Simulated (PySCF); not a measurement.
**MnNH₄: from HF to coupled cluster**

Aim: at the PBE0 minimum of singlet MnNH₄, found before, compare methods on energies and levels.

Computed with PySCF 2.14.0. Level: several methods, basis Mn def2-TZVP, N def2-TZVP, H def2-TZVP, no relativity, density fitting.

## (1) Where the work starts

6 atoms, charge 0, spin multiplicity 1.

Bond lengths: Mn1–N2 2.091 Å, Mn1–H3 1.615 Å, N2–H4 1.017 Å, N2–H5 1.017 Å, N2–H6 1.017 Å. Angles: N2–Mn1–H3 180.0°, Mn1–N2–H4 110.8°, Mn1–N2–H5 110.8°, Mn1–N2–H6 110.8°, H4–N2–H5 108.1°, H4–N2–H6 108.1°, H5–N2–H6 108.1°.

```xyz
6
charge 0 multiplicity 1
Mn    0.0000    0.0000    0.4805
N     0.0000    0.0000   -1.6105
H     0.0000    0.0000    2.0960
H     0.9502    0.0000   -1.9717
H    -0.4751    0.8229   -1.9717
H    -0.4751   -0.8229   -1.9717
```

## (2) CCSD(T)

The steps are one call of a driver around PySCF; scf.py gives each level's set-up. Each SCF starts from the density of the minimum.

scf.py reads:

```python
from pyscf import gto, scf, dft
mol = gto.M(atom='''
Mn    -0.000000    -0.000000     0.480547
N      0.000000     0.000000    -1.610471
H     -0.000000    -0.000000     2.095999
H      0.950225    -0.000001    -1.971741
H     -0.475112     0.822919    -1.971741
H     -0.475113    -0.822918    -1.971741''',
    basis={'Mn': 'def2-TZVP', 'N': 'def2-TZVP', 'H': 'def2-TZVP'},
    charge=0, spin=0)
mf = scf.RHF(mol)
aux = {'Mn': 'def2-universal-JKFIT', 'N': 'def2-universal-JKFIT', 'H': 'def2-universal-JKFIT'}
mf = mf.density_fit(auxbasis=aux)
mf.conv_tol = 1e-08
mf.diis_space = 10
mf.max_cycle = 60
mf.verbose = 4
mf.kernel()
from pyscf import cc
mycc = cc.CCSD(mf, frozen=6).run()
mycc.ccsd_t()
```

Run with:

```
OMP_NUM_THREADS=4 python axn.py task.json out
```

## (3) HF

scf.py: that of step 2 with these lines changed.

```diff
@@ -19,3 +18,0 @@
-from pyscf import cc
-mycc = cc.CCSD(mf, frozen=6).run()
-mycc.ccsd_t()
```

## (4) PBE0

scf.py: that of step 3 with these lines changed.

```diff
@@ -11 +11,2 @@
-mf = scf.RHF(mol)
+mf = dft.RKS(mol, xc='PBE0')
+mf.grids.atom_grid = (75, 302)
```

## (5) PBE

scf.py: that of step 4 with these lines changed.

```diff
@@ -11 +11 @@
-mf = dft.RKS(mol, xc='PBE0')
+mf = dft.RKS(mol, xc='PBE')
```

## (6) B3LYP

scf.py: that of step 5 with these lines changed.

```diff
@@ -11 +11 @@
-mf = dft.RKS(mol, xc='PBE')
+mf = dft.RKS(mol, xc='B3LYP')
```

(Steps that only read results are left out.)

**Question.** What will these runs give? Wanted: atomisation energy, CCSD(T) in this basis; orbital gap, range; T1, D1.

The runs gave:

```
                                 quantity                       value
atomisation energy, CCSD(T) in this basis                 1001 kJ/mol
                       orbital gap, range  0.04 (PBE) to 8.98 (HF) eV
                                   T1, D1                0.022, 0.079
```

**Reading.** The functionals' atomisation energies stand +107 kJ/mol (PBE0) to +224 kJ/mol (PBE) from CCSD(T); much of that can be the slow basis convergence of CCSD(T), which binds tens of kJ/mol more at its limit, so it ranks no functional. HF lacks the correlation that pairing electrons in bonds brings, so it binds too weakly, by 677 kJ/mol even against this CCSD(T). The stability of the closed-shell solution was not tested.
